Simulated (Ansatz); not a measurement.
CH₆BClSi, SMILES CB[SiH2]Cl, a ladder of methods at one geometry

Program: Ansatz 0.2.0, Python API.

Notebook, run cell by cell (the value of a cell's last expression is shown):

**Cell 1**
```python
import ansatz as az
from ase import Atoms
```

**Cell 2**
```python
BASIS = "def2-SVP"
```

**Cell 3**
```python
atoms = Atoms(["C", "B", "Si", "Cl", "H", "H", "H", "H", "H", "H"], positions=[
    [-1.3067, 0.7062, -0.2326],
    [-0.4973, -0.5349, 0.1116],
    [1.4025, -0.3952, 0.2622],
    [2.4141, -1.6449, -1.1342],
    [-1.2095, 1.5174, 0.5203],
    [-1.0321, 1.17, -1.2277],
    [-2.402, 0.4783, -0.2921],
    [-0.9842, -1.5585, 0.2681],
    [1.8446, -0.7831, 1.6727],
    [1.8536, 0.9936, 0.0545],
])
molecule = az.Crystal.molecule_from_ase(atoms)

base = molecule.calculation().basis(gaussian=BASIS)
```

**Cell 4**
```python
methods = ["mp2", "ccsd", "ccsd_t"]
reports = [base.correlation(m).run().report for m in methods]
print(f"Hartree-Fock reference {reports[0]['reference_energy_ev'] / 27.211386246:.6f} Ha")
best = reports[-1]["free_energy_ev"] - reports[-1]["reference_energy_ev"]
for method, each in zip(methods, reports):
    gained = each["free_energy_ev"] - each["reference_energy_ev"]
    print(f"{method:8s} total {each['free_energy_ev'] / 27.211386246:.6f} Ha  correlation {gained:9.4f} eV  ({100 * gained / best:.1f} % of the last)")
```
Output:
```text
Hartree-Fock reference -814.210304 Ha
mp2      total -814.666588 Ha  correlation  -12.4161 eV  (86.0 % of the last)
ccsd     total -814.727587 Ha  correlation  -14.0760 eV  (97.5 % of the last)
ccsd_t   total -814.740601 Ha  correlation  -14.4301 eV  (100.0 % of the last)
```

Caveats:
- Total energies depend on the basis set; only differences at equal settings carry meaning.
- The geometry is a force-field or estimated start, not a minimum of this method, and the basis set is short of its limit. A lower total doesn't mark the better method: functionals have no common bound, and MP2 and coupled cluster aren't variational.
- Inner cores stay frozen, so this is valence correlation.
- The whole script took 10 s on 1 thread of AMD EPYC 9B14 (Zen 4), with other jobs on the host, peak memory 0.4 GiB.
